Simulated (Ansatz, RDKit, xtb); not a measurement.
# C4H5F3S: ranking a sample of isomers

Which of a sample of isomers of C4H5F3S is the most stable in the gas at 298.15 K, and what are its properties? The sample is small against all isomers, and the most stable one of this formula need not be in it.

Plan: many cheap relaxations first (GFN2-xTB), then density-functional screening, relaxation at r2SCAN-D4/def2-SVP, vibrations (at GFN2-xTB) and a final energy. The numbers are computed, not measured.

## 1. Possible bonding patterns

Isomers were taken from a list of plausible structures; this is a sample, not all of them. That gives 3 candidates.

```tsv
label	SMILES	spin
c364	FC(F)(F)C1(S)CC1	singlet
c695	FC(F)(F)[C@@H]1C[C@@H]1S	singlet
c850	FC(F)(F)[C@@H]1C[C@H]1S	singlet
```

Candidates are built by distance geometry, with a force field where one applies, in up to four conformers (letters a to d).

**Question.** With final energies at CCSD(T)/def2-SVP + MP2/def2-TZVPP - MP2/def2-SVP, which structure will this search put lowest in free energy, and by what margin?

| quantity | value |
| --- | --- |
| lowest structure found | FC(F)(F)[C@@H]1C[C@H]1S, singlet |
| next finalist | FC(F)(F)C1(S)CC1, singlet, 4.4 kcal/mol higher in G |
| share at equilibrium, among the finalists | 99.9 % |

The lowest structure found is `FC(F)(F)[C@@H]1C[C@H]1S`. The margin of 4.4 kcal/mol over the next finalist is beyond the usual error of the last level; it says nothing of structures that weren't ranked. GFN2-xTB, HF/STO-3G, r2SCAN-D4/def2-SVP, r2SCAN-D4/def2-SVP, relaxed, HF/def2-SVP and MP2/def2-SVP already put its bonding pattern lowest among the structures in one piece. Lowest found is not proven lowest: the search is finite, and each finalist counts with one conformer. Only 3 drawn patterns were tried, so whole families of isomers are missing, and the result ranks this sample alone. The lowest isomer need not be the one that is made and kept in a bottle, which depends on barriers.
